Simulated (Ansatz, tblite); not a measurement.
# The cluster Cs8F8: a ladder of methods and basis sets

An exercise on one series of results from a longer session: the logs are not shown, and one member is left open.

Computed with Ansatz 0.2.0, Gaussian basis. Level: as each input shows.

Plan: GFN1-xTB, GFN2-xTB, PBE-D4/def2-TZVP, r2SCAN-D4/def2-TZVP, r2SCANh-D4/def2-TZVP, LDA/def2-TZVP, PBE-D4/def2-SVP, PBE0-D4/def2-SVP, MP2/def2-SVP.

4 further runs of the same task are left out: 4 that didn't finish. Runs told in other sessions of the task aren't counted.

## The relaxed structure

The geometry is that of the singlet, from an earlier relaxation (r2SCAN-D4/def2-SVP).

16 atoms, charge 0, spin multiplicity 1.

Bond lengths: Cs1–F2 2.811 Å, Cs1–F5 2.733 Å, Cs1–F9 2.733 Å, F2–Cs3 2.907 Å, F2–Cs6 2.860 Å, F2–Cs10 2.860 Å, Cs3–F4 2.817 Å, Cs3–F7 2.860 Å, Cs3–F11 2.860 Å, F4–Cs8 2.733 Å, F4–Cs12 2.733 Å, F5–Cs6 2.817 Å, F5–Cs13 2.733 Å, Cs6–F7 2.907 Å, Cs6–F14 2.860 Å, F7–Cs8 2.811 Å, F7–Cs15 2.860 Å, Cs8–F16 2.733 Å and more. Angles: F2–Cs1–F5 84.3°, F2–Cs1–F9 84.3°, F5–Cs1–F9 80.2°, Cs1–F2–Cs3 169.5°, Cs1–F2–Cs6 94.8°, Cs1–F2–Cs10 94.8°, Cs3–F2–Cs6 92.0°, Cs3–F2–Cs10 92.0°, Cs6–F2–Cs10 98.5°, F2–Cs3–F4 165.8°, F2–Cs3–F7 87.4°, F2–Cs3–F11 87.3°, F4–Cs3–F7 81.9°, F4–Cs3–F11 81.9°, F7–Cs3–F11 81.4°, Cs3–F4–Cs8 97.6°, Cs3–F4–Cs12 97.5°, Cs8–F4–Cs12 99.6° and more.

Cs takes a core potential in the def2 sets. No spin-orbit coupling is included.

PBE0-D4/def2-TZVP was run before; its log isn't repeated, and its numbers join the tables.

The first run:

Tight binding, by tblite at 300 K electronic temperature and without a spin-polarisation term:

```python
tblite.interface.Calculator('GFN1-xTB', numbers, positions, charge=0, uhf=0).singlepoint()
```

Tight binding, by tblite at 300 K electronic temperature and without a spin-polarisation term:

```python
tblite.interface.Calculator('GFN2-xTB', numbers, positions, charge=0, uhf=0).singlepoint()
```

start.molden holds the orbitals of an earlier run on this state, given as this run's starting guess.

in.yaml

```yaml
crystal:
  periodic: [false, false, false]
  atoms:
    - {symbol: Cs, position_ang: [-1.478451, -1.476017, -4.293418]}
    - {symbol: F, position_ang: [-1.319225, -1.319163, -1.491315]}
    - {symbol: Cs, position_ang: [-1.530606, -1.531912, 1.400157]}
    - {symbol: F, position_ang: [-1.242845, -1.245707, 4.187658]}
    - {symbol: F, position_ang: [-1.248431, 1.245495, -4.185966]}
    - {symbol: Cs, position_ang: [-1.533545, 1.531423, -1.398371]}
    - {symbol: F, position_ang: [-1.318400, 1.318734, 1.492992]}
    - {symbol: Cs, position_ang: [-1.472902, 1.475877, 4.295468]}
    - {symbol: F, position_ang: [1.243064, -1.244430, -4.188180]}
    - {symbol: Cs, position_ang: [1.531537, -1.530950, -1.400932]}
    - {symbol: F, position_ang: [1.320203, -1.319046, 1.490673]}
    - {symbol: Cs, position_ang: [1.478762, -1.477206, 4.292780]}
    - {symbol: Cs, position_ang: [1.472931, 1.477148, -4.294758]}
    - {symbol: F, position_ang: [1.317151, 1.319652, -1.492477]}
    - {symbol: Cs, position_ang: [1.532210, 1.531639, 1.398861]}
    - {symbol: F, position_ang: [1.248546, 1.244462, 4.186816]}
basis:
  gaussian: {orbitals: def2-TZVP, initial_orbitals: start.molden}
hamiltonian: {xc: pbe, dispersion: d4}
scf: {omitted_lower_state_checks: [starts]}
output: {forces: true, orbitals: {seedname: orbitals}}
```

Run with:

```sh
$ ansatz run in.yaml --threads 4 --pin off --events-out ev --progress --plain --max-ram 6963MiB
```

Among the steps run: PBE-D4/def2-TZVP; r2SCAN-D4/def2-TZVP; r2SCANh-D4/def2-TZVP; LDA/def2-TZVP; PBE-D4/def2-SVP; PBE0-D4/def2-SVP; MP2/def2-SVP.

One of the session's tables, all rows but one given; the rest of the session is left out.

It belongs to the step «Binding energy». 

```
               level  binding an atom (eV)
         HF/def2-SVP                 2.297
       LDA/def2-TZVP                     ?
     PBE-D4/def2-SVP                 3.405
    PBE-D4/def2-TZVP                 3.372
 r2SCAN-D4/def2-TZVP                 3.347
r2SCANh-D4/def2-TZVP                 3.291
    PBE0-D4/def2-SVP                 3.251
   PBE0-D4/def2-TZVP                 3.231
        MP2/def2-SVP                 3.245
```

Estimate the missing values for LDA/def2-TZVP.

The run gave: binding an atom (eV): 3.788. In the column «binding an atom (eV)» it is the highest.

Caveats from the session: Free atoms were run apart at each level; binding is atoms less cluster, divided by the number of atoms, without zero-point or spin-orbit terms.
